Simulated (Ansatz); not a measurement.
WF in Ansatz: the effect of Hubbard term

WF:

```xyz
2
Lattice="1.3659 0.7886 5.0696 -1.3659 0.7886 5.0696 0.0000 -1.5772 5.0696" Properties=species:S:1:pos:R:3 pbc="T T T"
W     0.0000    0.0000   12.3818
F     0.0000    0.0000   14.2525
```

The cell was built by a generator and needn't be a form met in nature.

Alike in all runs:

- Program: Ansatz 0.2.0
- Task: projected density of states
- Functional: PBE
- Potentials or basis: Ansatz PAW
- Cutoff: 420 eV (not typed: the program's choice for these potentials)
- k mesh: 11 × 11 × 11
- Occupations: fermi-dirac, width 0.05 eV
- Spin: no spin polarisation
- Hubbard projectors: ortho-atomic (the default)
- Double counting: fll (the default)

| Hubbard term | pressure (GPa) |
| --- | --- |
| none | 0.5 |
| W d U = 1 eV | 0.8 |
| W d U = 2 eV | 1.1 |
| W d U = 3 eV | 1.5 |
| W d U = 4 eV | 1.9 |
| W d U = 5 eV | 2.4 |
| W d U = 6 eV | 3.3 |
| W d U = 8 eV | ? |

Problem. What does the run with Hubbard term W d U = 8 eV give?

Solution. Pressure 9.4 GPa.

Worked out: A parabola through the other rows of the pressure, of slope 0.919 GPa per eV there, extrapolates to 4.9 GPa, against the run's 9.4. The fit is too stiff a form for this range.

Caveats: an odd number of electrons without spin polarisation forces a metal; a magnetic or distorted state may lie lower; the density of states is complete only up to the lowest level of the last band computed; U without spin polarisation on a metal has little footing (some runs).
